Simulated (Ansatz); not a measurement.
# SiGeH₂ (triplet): from Hartree-Fock to the top rungs, cc-pVDZ

How much of the correlation energy of SiGeH₂ (triplet) does each wave-function method recover here?

Program: Ansatz 0.2.0, Gaussian basis. Level of theory: cc-pVDZ, core rule «outside noble gas», up to 19 orbitals frozen. These are calculated values, not measurements.

Plan: UHF; CCSD(T) on ROHF; CCSD(T) on UHF; BCCD(T) on ROHF; CISD; CCSDT(Q) on ROHF; CCSDT(Q) on UHF; CASSCF and MRCISD+Q, 10 electrons in 10 orbitals; CASSCF and MRCISD+Q(relaxed), 10 electrons in 10 orbitals; CASSCF and NEVPT2, 10 electrons in 10 orbitals.

23 further runs of the same task are left out: 7 that didn't finish, 16 set aside as unsound or not needed.

### 1 The geometry

The geometry is a PBE0/def2-TZVP stationary point (not a proven minimum). No spin-orbit coupling is included. The filled d shell of Ge may be among the frozen orbitals whatever the setting's name suggests; the logs give the count.

4 atoms, charge 0, spin multiplicity 3.

Atoms are counted from 1 here; the program's logs count them from 0.

Bond lengths: Si1–Ge2 2.328 Å, Ge2–H3 1.551 Å, Ge2–H4 1.551 Å. Angles: Si1–Ge2–H3 127.4°, Si1–Ge2–H4 127.4°, H3–Ge2–H4 105.3°.

### 2 UHF

The input, in.yaml:

```yaml
crystal:
  periodic: [false, false, false]
  atoms:
    - {symbol: Si, position_ang: [0.000000, 0.000000, 1.710377]}
    - {symbol: Ge, position_ang: [0.000000, 0.000000, -0.618031]}
    - {symbol: H, position_ang: [0.000000, 1.233005, -1.559134]}
    - {symbol: H, position_ang: [0.000000, -1.233005, -1.559134]}
basis:
  gaussian: {orbitals: cc-pVDZ}
magnetization: {spin_polarized: true, initial_magnetization: 2}
hamiltonian: {xc: hf}
output: {orbitals: {seedname: orbitals}}
```

Launch:

```
ansatz run in.yaml --threads 1 --pin off --events-out ev --progress --plain --max-ram 2393MiB
```

After this run come: CCSD(T) on ROHF; CCSD(T) on UHF; BCCD(T) on ROHF; CISD; CCSDT(Q) on ROHF; CCSDT(Q) on UHF; CASSCF and MRCISD+Q, 10 electrons in 10 orbitals; CASSCF and MRCISD+Q(relaxed), 10 electrons in 10 orbitals; CASSCF and NEVPT2, 10 electrons in 10 orbitals.

Before running them: what should the planned runs give, taken together? Wanted: UCCSDT(Q) below the RHF energy; RMP2 from UCCSDT(Q); UMP2 from UCCSDT(Q); RCCSD from UCCSDT(Q); RCCSD(T) from UCCSDT(Q); UCCSD(T) from UCCSDT(Q); RCCSDT(Q) from UCCSDT(Q); NEVPT2 valence from UCCSDT(Q); MRCISD+Q valence from UCCSDT(Q).

**Answer**, as computed:

| quantity | value |
| --- | --- |
| UCCSDT(Q) below the RHF energy | -5.3052 eV |
| RMP2 from UCCSDT(Q) | +27.96 kcal/mol |
| UMP2 from UCCSDT(Q) | +28.80 kcal/mol |
| RCCSD from UCCSDT(Q) | +5.04 kcal/mol |
| RCCSD(T) from UCCSDT(Q) | +1.14 kcal/mol |
| UCCSD(T) from UCCSDT(Q) | +1.12 kcal/mol |
| RCCSDT(Q) from UCCSDT(Q) | +0.04 kcal/mol |
| NEVPT2 valence from UCCSDT(Q) | +21.47 kcal/mol |
| MRCISD+Q valence from UCCSDT(Q) | +0.50 kcal/mol |
| MRCISD+Q(relaxed) valence from UCCSDT(Q) | -0.39 kcal/mol |
| levels within 1 kcal/mol (43 meV) | RCCSDT, UCCSDT, RCCSDT(Q), MRCISD+Q valence, MRCISD+Q(relaxed) valence |
| T1 diagnostic | 0.020 |
| effectively unpaired electrons | 2.04 |

RCCSD(T) misses by +1.14 kcal/mol, 0.9 % of the correlation energy. One determinant dominates. Of the multireference levels listed MRCISD+Q(relaxed) valence comes nearest in total energy (-0.39 kcal/mol), which doesn't show that its space is the better one. These misses are within one basis, not against nature; the frozen cores of restricted and unrestricted runs differ, which can shift their rows.
